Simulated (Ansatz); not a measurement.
# B3LYP/6-31G(d) (Cartesian functions) run of CH4F2Si (SMILES C[SiH](F)F)

What is the energy change on altering one bond length of CH4F2Si at B3LYP/6-31G* (Cartesian functions)? 

The calculation is run with Ansatz 0.2.0.

61 further runs of the same task are left out: 1 that didn't finish, 60 set aside as unsound or not needed.

### Step 1. The molecule

CH4F2Si: 8 atoms, total charge 0, spin state singlet. As SMILES, `C[SiH](F)F`. The shape is that of a PBE0-D4/def2-TZVP optimisation.

Bond lengths: C1–Si2 1.840 Å, Si2–F3 1.591 Å, Si2–F4 1.591 Å, C1–H5 1.092 Å, C1–H6 1.093 Å, C1–H7 1.093 Å, Si2–H8 1.477 Å. Some angles: C1–Si2–F3 109.8°, C1–Si2–F4 109.8°, F3–Si2–F4 106.8°, C1–Si2–H8 114.8°, F3–Si2–H8 107.6°, F4–Si2–H8 107.6°, Si2–C1–H5 110.7°, Si2–C1–H6 110.6°, Si2–C1–H7 110.6°, H5–C1–H6 108.3°.

### Step 2. The energy at B3LYP/6-31G(d) (Cartesian functions)

Contents of input.yaml:

```yaml
basis:
  gaussian:
    orbitals: "6-31G*"
crystal:
  periodic: [false, false, false]
  atoms:
    - {symbol: C, position_ang: [-0.387100, 0.881700, -0.174700]}
    - {symbol: Si, position_ang: [0.329300, -0.775200, 0.180600]}
    - {symbol: F, position_ang: [1.916300, -0.678300, 0.226700]}
    - {symbol: F, position_ang: [-0.035400, -1.783900, -0.994000]}
    - {symbol: H, position_ang: [-0.013400, 1.269000, -1.125400]}
    - {symbol: H, position_ang: [-0.122700, 1.591000, 0.613300]}
    - {symbol: H, position_ang: [-1.476800, 0.824400, -0.231400]}
    - {symbol: H, position_ang: [-0.118100, -1.385700, 1.449000]}
hamiltonian:
  xc: {name: B3LYP}
output: {orbitals: {seedname: orbitals}}
accuracy: high
```

On the command line:

```console
$ ansatz run input.yaml --threads 1 --pin off --max-ram 3480MiB --events-out events.jsonl --progress --plain --runs-dir runs
```

Standard output:

```text
Warning: RAYON_NUM_THREADS=1 ignored (pool sized by the plan → 1); use --threads N
Functional definition: B3LYP
  name "B3LYP"
  parameter a0 = 0.2
  parameter ax = 0.72
  parameter ac = 0.81
  exchange = (1 - a0 - ax)*slater_x + ax*b88_x + a0*exact_x
  correlation = (1 - ac)*vwn_rpa_c + ac*lyp_c
1579 factors; integrals over basis functions are off by at most 3.7e-9 eV
mean field evaluation 1: about -14411.4599 eV, gradient 5.6e1 eV
mean field evaluation 2: about -14408.1335 eV, gradient 7.1e1 eV
mean field evaluation 4: about -14417.1605 eV, gradient 2.0e0 eV
mean field evaluation 8: about -14417.2802 eV, gradient 9.4e-2 eV
mean field evaluation 16: about -14417.2802 eV, gradient 3.3e-5 eV
mean field -14417.28024788 eV, -529.8252767261 hartree, gradient 2.3e-8 eV, S^2 0.000000; 0 other end points of the search recorded, 0 dependent functions left out
reference -14417.28028437 eV, -529.8252780669 hartree; 21, 21 occupied and 51, 51 virtual orbitals, 1579 factors
Total energy: -14417.28028437 eV, -529.8252780669 hartree
```

It took 6.6 s on 1 thread of Arm Neoverse V1, shared host; peak memory 0.21 GiB.

### Step 3. The distorted shape

Contents of in.yaml:

```yaml
crystal:
  periodic: [false, false, false]
  atoms:
    - {symbol: C, position_ang: [-0.602015, 1.378759, -0.281288]}
    - {symbol: Si, position_ang: [0.329300, -0.775200, 0.180600]}
    - {symbol: F, position_ang: [1.916300, -0.678300, 0.226700]}
    - {symbol: F, position_ang: [-0.035400, -1.783900, -0.994000]}
    - {symbol: H, position_ang: [-0.228315, 1.766059, -1.231988]}
    - {symbol: H, position_ang: [-0.337615, 2.088059, 0.506712]}
    - {symbol: H, position_ang: [-1.691715, 1.321459, -0.337988]}
    - {symbol: H, position_ang: [-0.118100, -1.385700, 1.449000]}
basis:
  gaussian:
    orbitals: "6-31G*"
hamiltonian:
  xc: {name: B3LYP}
accuracy: high
output: {orbitals: {seedname: orbitals}}
```

On the command line:

```console
$ ansatz run in.yaml --threads 1 --pin off --max-ram 3480MiB --events-out events.jsonl --progress --plain --runs-dir runs
```

Standard output, cut to the lines that bear on the results:

```text
Warning: RAYON_NUM_THREADS=1 ignored (pool sized by the plan → 1); use --threads N
[... 7 set-up lines as earlier in the session ...]
1559 factors; integrals over basis functions are off by at most 3.8e-9 eV
mean field evaluation 1: about -14409.5078 eV, gradient 5.6e1 eV
mean field evaluation 2: about -14402.4150 eV, gradient 7.9e1 eV
mean field evaluation 4: about -14415.8036 eV, gradient 2.2e0 eV
mean field evaluation 8: about -14415.9242 eV, gradient 1.1e-1 eV
mean field evaluation 16: about -14415.9243 eV, gradient 3.2e-5 eV
mean field -14415.92425792 eV, -529.7754450142 hartree, gradient 9.0e-9 eV, S^2 0.000000; 0 other end points of the search recorded, 0 dependent functions left out
reference -14415.92429525 eV, -529.7754463860 hartree; 21, 21 occupied and 51, 51 virtual orbitals, 1559 factors
Total energy: -14415.92429525 eV, -529.7754463860 hartree
```

Run time: 6.3 s. Hardware: 1 thread of Arm Neoverse V1, shared host; peak memory 0.21 GiB.

### Step 4. Summary of results

At B3LYP/6-31G* (Cartesian functions):

```
                                                          quantity          value
                                         first shape: total energy  -529.82528 Eh
                                          first shape: HOMO energy       -8.91 eV
                                          first shape: LUMO energy        1.37 eV
                                        first shape: HOMO–LUMO gap       10.29 eV
                                     distorted shape: total energy  -529.77545 Eh
                                      distorted shape: HOMO energy       -7.83 eV
                                      distorted shape: LUMO energy        0.11 eV
                                    distorted shape: HOMO–LUMO gap        7.94 eV
energy change with the C1–Si2 bond stretched from 1.840 to 2.392 Å       1.356 eV
```

**Reading.** With the C1–Si2 bond stretched from 1.840 to 2.392 Å the energy rises by 1.36 eV (31 kcal/mol). The first shape isn't relaxed at this level, so the change isn't measured from a minimum.
